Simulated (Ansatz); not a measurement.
**CH6AlClSi: a ladder of functionals and wavefunction methods**

One table from this session's results is given with a row withheld; the runs are named, their logs left out.

Computed with Ansatz 0.2.0, Gaussian basis. Level: functionals in def2-TZVPP, the program's frozen cores in correlated methods.

Levels to be run: LDA (SPW92), PBE-D4, revPBE-D4, BLYP-D4, r2SCAN-D4, B97M-V, PBE0-D4, B3LYP-D4, r2SCANh-D4, r2SCAN0-D4, HSE06-D4, BHLYP-D4, CAM-B3LYP-D4, LC-ωPBE, ωB97X-V, ωB97M-V, B2PLYP, PBE-QIDH; CCSD(T)/def2-SVP; CCSD(T)/def2-TZVPP; MP2/def2-QZVPP; extrapolation to the limit; RPA on PBE.

## Structure used throughout

The geometry comes from an earlier relaxation with PBE0-D4 in a triple-zeta def2 set; it is a stationary point, not always the lowest conformer.

10 atoms, charge 0, spin multiplicity 1.

Atoms are counted from 1 here; the program's logs count them from 0.

Bond lengths: C1–Al2 1.947 Å, C1–H5 1.092 Å, C1–H6 1.096 Å, C1–H7 1.095 Å, Al2–Si3 2.466 Å, Al2–H8 1.592 Å, Si3–Cl4 2.081 Å, Si3–H9 1.491 Å, Si3–H10 1.490 Å. Angles: Al2–C1–H5 112.7°, Al2–C1–H6 110.4°, Al2–C1–H7 110.7°, H5–C1–H6 108.1°, H5–C1–H7 108.3°, H6–C1–H7 106.3°, C1–Al2–Si3 120.3°, C1–Al2–H8 121.3°, Si3–Al2–H8 118.4°, Al2–Si3–Cl4 109.2°, Al2–Si3–H9 113.9°, Al2–Si3–H10 114.0°, Cl4–Si3–H9 106.4°, Cl4–Si3–H10 106.4°, H9–Si3–H10 106.3°.

As a file:

```mol
CH6AlClSi
  3D, bonds by distance, orders not assigned

 10  9  0  0  0  0  0  0  0  0999 V2000
   -1.5962    0.5121   -0.8752 C   0  0
   -0.5974   -0.6660    0.3108 Al  0  0
    1.7980   -0.2622    0.7367 Si  0  0
    2.4197    1.3939   -0.3598 Cl  0  0
   -0.9724    1.2903   -1.3193 H   0  0
   -2.4126    0.9996   -0.3309 H   0  0
   -2.0632   -0.0583   -1.6852 H   0  0
   -1.2952   -1.9034    1.0293 H   0  0
    2.1173    0.0333    2.1623 H   0  0
    2.6851   -1.3904    0.3343 H   0  0
  1  2  8  0
  2  3  8  0
  3  4  8  0
  1  5  8  0
  1  6  8  0
  1  7  8  0
  2  8  8  0
  3  9  8  0
  3 10  8  0
M  END
```

Set-up of the first run:

The input, in.yaml:

```yaml
crystal:
  periodic: [false, false, false]
  atoms:
    - {symbol: C, position_ang: [-1.596246, 0.512069, -0.875159]}
    - {symbol: Al, position_ang: [-0.597362, -0.666033, 0.310766]}
    - {symbol: Si, position_ang: [1.798050, -0.262177, 0.736661]}
    - {symbol: Cl, position_ang: [2.419720, 1.393870, -0.359811]}
    - {symbol: H, position_ang: [-0.972417, 1.290262, -1.319302]}
    - {symbol: H, position_ang: [-2.412629, 0.999637, -0.330912]}
    - {symbol: H, position_ang: [-2.063239, -0.058326, -1.685152]}
    - {symbol: H, position_ang: [-1.295190, -1.903441, 1.029296]}
    - {symbol: H, position_ang: [2.117336, 0.033307, 2.162346]}
    - {symbol: H, position_ang: [2.685078, -1.390368, 0.334266]}
basis:
  gaussian: {orbitals: def2-TZVPP}
hamiltonian: {xc: lda}
output: {orbitals: {seedname: orbitals}}
```

Launch:

```console
$ ansatz run in.yaml --threads 2 --pin off --events-out ev --progress --plain --max-ram 4352MiB
```

Steps of the session up to this table: LDA; PBE-D4 (GGA); revPBE-D4 (GGA); BLYP-D4 (GGA); r2SCAN-D4 (meta-GGA); B97M-V (meta-GGA); PBE0-D4 (hybrid); B3LYP-D4 (hybrid); r2SCANh-D4 (hybrid); r2SCAN0-D4 (hybrid); HSE06-D4 (hybrid); BHLYP-D4 (hybrid); CAM-B3LYP-D4 (range-separated); LC-ωPBE (range-separated); ωB97X-V (range-separated); ωB97M-V (range-separated); B2PLYP (double hybrid); PBE-QIDH (double hybrid).

One table of the session follows, with a row left open; its other results are not shown here.

It belongs to the step «Frontier levels by functional». 

```
  functional  HOMO (eV)  LUMO (eV)  gap (eV)
 LDA (SPW92)      -6.32      -2.90      3.41
      PBE-D4      -6.24      -2.69      3.55
   revPBE-D4      -6.20      -2.59      3.61
     BLYP-D4      -6.10      -2.56      3.54
   r2SCAN-D4      -6.49      -2.45      4.04
      B97M-V      -6.56      -2.65      3.91
     PBE0-D4      -7.35      -1.94      5.41
    B3LYP-D4      -7.16      -2.13      5.03
  r2SCANh-D4      -6.90      -2.20      4.70
  r2SCAN0-D4      -7.51      -1.81      5.70
    HSE06-D4      -6.96      -2.31      4.65
    BHLYP-D4      -8.38      -1.15      7.22
CAM-B3LYP-D4          ?          ?         ?
     LC-ωPBE      -9.92       0.09     10.01
     ωB97X-V      -9.60      -0.04      9.56
     ωB97M-V      -9.35      -0.31      9.04
```

**Question.** Estimate the row for CAM-B3LYP-D4.

**Answer.** HOMO (eV): -8.62; LUMO (eV): -0.98; gap (eV): 7.64. In the column «HOMO (eV)» it lies between ωB97M-V (-9.35) and BHLYP-D4 (-8.38).
